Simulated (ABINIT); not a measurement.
Runs of ABINIT 10.8.3 (patched build) on HfB. It takes space group Fm-3m (No. 225, cubic). The conventional cell has a = 4.620 Å, b = 4.620 Å, c = 4.620 Å, α = 90.00°, β = 90.00°, γ = 90.00°. Around Hf (site symmetry m-3m) lie 6 B at 2.31 Å. Around B (site symmetry m-3m) lie 6 Hf at 2.31 Å. 

```tsv
task	level	cell	cutoff (eV)	cell freedom (optcell)	cutoff smearing ecutsm (Ha)	optimiser (ionmov)	force stop (Ha/bohr)	fine-grid cutoff	gap on the mesh (eV)	pressure (GPa)
relaxation of cell and atoms	PBEsol	relaxed	517	2	0.5	2	0.0002	1034.03 eV	none	0.0
relaxation of cell and atoms	PBEsol	relaxed to 10 GPa	517	2	0.5	2	0.0002	1034.03 eV	none	10.0
band structure	SCAN	as given	626	-	-	-	-	1224.51 eV	none	(a)
band structure	r2SCAN	as given	626	-	-	-	-	1224.51 eV	none	30.4
band structure	AM05	as given	626	-	-	-	-	1224.51 eV	none	23.6
band structure	RPBE	as given	626	-	-	-	-	1224.51 eV	none	34.4
band structure	BLYP	as given	626	-	-	-	-	1224.51 eV	none	37.4
band structure	PW91	as given	626	-	-	-	-	1224.51 eV	none	30.4
```

Alike in all rows: potentials or basis JTH PAW PBE v2.0; no spin polarisation; k mesh 10 × 10 × 10; smearing fermi-dirac 0.05 eV.

Question: Estimate the missing entries.

Answer: (a) 26.1.

Caveats: the PAW data sets were made with another functional, which shifts forces and pressure a little; spin-orbit coupling is left out, which moves the levels of the heavy elements (some runs); a pressure of tens of GPa on the cell as given is suspect, and the run, the potentials or the cell itself is likely at fault (some runs).

A k mesh can miss the band edges, and the runs leave out spin-orbit coupling on Hf.

A gap of «none» marks a metal or a gap under the smearing width.

Runs at the PBE level aren't shown here.
